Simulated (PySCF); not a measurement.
# [NdI2]+: other functionals and bases at one geometry

One table from this session's results is given with a row withheld; the runs are named, their logs left out.

Method: several levels, as the steps say, no spin–orbit coupling; program: PySCF 2.14.0.

1 further run of the same task is left out (for a known fault of the program).

**The starting structure**

3 atoms, charge 1, spin multiplicity 1.

Bond lengths: Nd1–I2 2.786 Å, Nd1–I3 2.786 Å. Angles: I2–Nd1–I3 104.7°.

Coordinates:

```xyz
3
charge 1, multiplicity 1
Nd    0.00000    0.00000   -1.10326
I     2.20653    0.00000    0.59833
I    -2.20653    0.00000    0.59833
```

Formal oxidation states: Nd +3. Each metal's 3 4f electrons lie in its core potential, so multiplicities, spins and levels count the valence alone. An earlier session relaxed this geometry at PBE0, Nd lcecp-1-SVP with ECP49, I def2-SVP with ECP28 (singlet, point group C2v).

At PBE0 on the finer grid: E = -629.237791 Eh, HOMO -11.73 eV, LUMO -7.48 eV, Mulliken charge on Nd1 +1.09 e, largest force component 0.021 eV/Å. 

Levels to run: PBE; revPBE; PBE0, TZVP. Hardware: 2 threads of Arm Neoverse V2, shared host.

Set-up of the first run:

run.py (the lines that set the calculation) reads:

```python
mol = gto.M(atom='''
Nd     0.00000     0.00000    -1.10326
I      2.20653     0.00000     0.59833
I     -2.20653     0.00000     0.59833''',
    basis={'Nd': 'lcecp-1-SVP', 'I': 'def2-SVP'},
    ecp={'Nd': 'lcecp-1-SVP', 'I': 'def2-SVP'},
    charge=1, spin=0)
mf = dft.RKS(mol, xc='PBE')
mf.grids.atom_grid = (75, 302)  # f atoms: unpruned, at least (60, 302)
mf = mf.density_fit()  # fitting sets: Nd AutoAux, I def2-universal-JKFIT
mf.conv_tol = 1e-08; mf.max_cycle = 55
mf.kernel(dm0)  # dm0: the density of the relaxed state
```

The run is started by

```bash
OMP_NUM_THREADS=2 python run.py
```

Among the steps run: PBE; revPBE; PBE0, TZVP.

One table of the session follows, with a row left open; its other results are not shown here.

| level | HOMO (eV) | gap (eV) | charge on Nd1 (e) | dipole (D) | largest force component (eV/Å) |
| --- | --- | --- | --- | --- | --- |
| PBE0 (relaxed here) | -11.73 | 4.25 | 1.09 | 8.10 | 0.02 |
| PBE | ? | ? | ? | ? | ? |
| revPBE | -10.65 | 2.60 | 0.99 | 7.44 | 0.34 |
| PBE0, TZVP | -11.67 | 4.31 | 1.40 | 7.93 | 0.10 |

**Question.** Estimate the row for PBE.

The run gave: HOMO (eV): -10.71; gap (eV): 2.55; charge on Nd1 (e): 0.96; dipole (D): 7.38; largest force component (eV/Å): 0.23. In the column «HOMO (eV)» it lies between PBE0, TZVP (-11.67) and revPBE (-10.65).

The dipole of a charged species depends on the origin, so these sizes hold for this origin alone.

In one basis the HOMO–LUMO gap runs from 2.55 eV (PBE) to 4.25 eV (PBE0). The largest leftover force, 0.34 eV/Å with revPBE, stands at a geometry relaxed at another level. With 4f in the core, its levels are missing from HOMO and gap, and its count is fixed, so no charge can pass from the ligands into it. Total energies of different levels can't be compared.
